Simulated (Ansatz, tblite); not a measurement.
# The cluster Ti₄Si: one state, many levels

How do method and basis change the picture of the cluster Ti₄Si (singlet)?

The runs use Ansatz 0.2.0, Gaussian basis; as each input shows.

Levels to be run: GFN1-xTB, PBE-D4/def2-TZVP, r2SCAN-D4/def2-TZVP, ωB97X-V/def2-TZVP, BLYP-D4/def2-TZVP, PBE+10HF/def2-SVP, PBE+15HF/def2-SVP, PBE+40HF/def2-SVP, PBE-D4/def2-SVP, PBE0-D4/def2-SVP, HF/STO-3G, PBE0-D4/def2-TZVPD, PBE-D4/def2-TZVPD, r2SCAN-D4/def2-TZVPD, CCSD(T)/def2-SVP, MP2/def2-TZVP, RPA/def2-TZVP.

4 further runs of the same task are left out: 3 that didn't finish, 1 set aside as unsound or not needed. Runs told in other sessions of the task aren't counted.

## 1. The relaxed structure

The geometry is that of the singlet, from an earlier relaxation (PBE-D4/def2-SVP). At that level it is the lowest of the isomers that a small search found.

5 atoms, charge 0, spin multiplicity 1.

Bond lengths: Ti1–Ti2 2.626 Å, Ti1–Ti3 2.272 Å, Ti1–Ti4 2.629 Å, Ti2–Si5 2.466 Å, Ti3–Si5 2.455 Å, Ti4–Si5 2.467 Å. Angles: Ti2–Ti1–Ti3 64.6°, Ti2–Ti1–Ti4 53.2°, Ti3–Ti1–Ti4 64.6°, Ti1–Ti2–Si5 102.6°, Ti1–Ti3–Si5 114.4°, Ti1–Ti4–Si5 102.5°, Ti2–Si5–Ti3 64.8°, Ti2–Si5–Ti4 57.0°, Ti3–Si5–Ti4 64.7°.

As a file:

```xyz
5
SiTi4
Ti    1.81459   -0.31188   -0.81822
Ti    0.32056    1.31697    0.59961
Ti   -0.38808   -0.27696   -1.37550
Ti    0.15186   -0.97551    1.10752
Si   -1.89894    0.24738    0.48659
```

No spin-orbit coupling is included.

PBE0-D4/def2-TZVP was run before; its log isn't repeated, and its numbers join the tables.

## 2. GFN1-xTB

Tight binding, by tblite at 300 K electronic temperature and without a spin-polarisation term:

```python
tblite.interface.Calculator('GFN1-xTB', numbers, positions, charge=0, uhf=0).singlepoint()
```

Energy -186.3530 eV, HOMO -10.20 eV, LUMO -10.07 eV; 0.008 s.

## 3. PBE-D4/def2-TZVP

start.molden holds the orbitals of an earlier run on this state, given as this run's starting guess.

Input file in.yaml:

```yaml
crystal:
  periodic: [false, false, false]
  atoms:
    - {symbol: Ti, position_ang: [1.814595, -0.311878, -0.818221]}
    - {symbol: Ti, position_ang: [0.320559, 1.316967, 0.599608]}
    - {symbol: Ti, position_ang: [-0.388082, -0.276955, -1.375502]}
    - {symbol: Ti, position_ang: [0.151865, -0.975511, 1.107522]}
    - {symbol: Si, position_ang: [-1.898937, 0.247376, 0.486593]}
basis:
  gaussian: {orbitals: def2-TZVP, initial_orbitals: start.molden}
hamiltonian: {xc: pbe, dispersion: d4}
scf: {omitted_lower_state_checks: [starts]}
output: {orbitals: {seedname: orbitals}}
```

On the command line:

```console
> ansatz run in.yaml --threads 4 --pin off --events-out ev --progress --plain --max-ram 4787MiB
```

The runs that follow: r2SCAN-D4/def2-TZVP; ωB97X-V/def2-TZVP; BLYP-D4/def2-TZVP; PBE+10HF/def2-SVP; PBE+15HF/def2-SVP; PBE+40HF/def2-SVP; PBE-D4/def2-SVP; PBE0-D4/def2-SVP; HF/STO-3G; PBE0-D4/def2-TZVPD; PBE-D4/def2-TZVPD; r2SCAN-D4/def2-TZVPD; CCSD(T)/def2-SVP; MP2/def2-TZVP; RPA/def2-TZVP.

Before running them: what should the planned runs give, taken together? Wanted: gap in def2-TZVP, named functionals, smallest and largest; gap over the share of exact exchange; correlation energy, CCSD(T)/def2-SVP; correlation energy, MP2/def2-TZVP; binding an atom, functionals in def2-TZVP; PBE0 total energy, smallest basis above largest.

As calculated:

| quantity | value |
| --- | --- |
| gap in def2-TZVP, named functionals, smallest and largest | 0.12 eV (PBE-D4), 5.36 eV (ωB97X-V) |
| gap over the share of exact exchange | 0.16 eV at 0, 2.67 eV at 0.4 |
| correlation energy, CCSD(T)/def2-SVP | -45.38 eV |
| correlation energy, MP2/def2-TZVP | -44.69 eV |
| binding an atom, functionals in def2-TZVP | 1.42 (ωB97X-V) to 1.97 eV (PBE0-D4) |
| PBE0 total energy, smallest basis above largest | 14.93 eV (def2-SVP, def2-TZVPD) |

In words: Over the named functionals in def2-TZVP the gap runs from 0.12 eV (PBE-D4) to 5.36 eV (ωB97X-V); exact exchange widens it. Raising the share of exact exchange from 0 to 0.4 moves the HOMO by -1.09 eV and the LUMO by +1.42 eV. Notes on CCSD(T)/def2-SVP and its Hartree-Fock reference, which MP2 shares: large T1 diagnostic, restricted state is unstable towards broken spin symmetry, state flagged by the program.
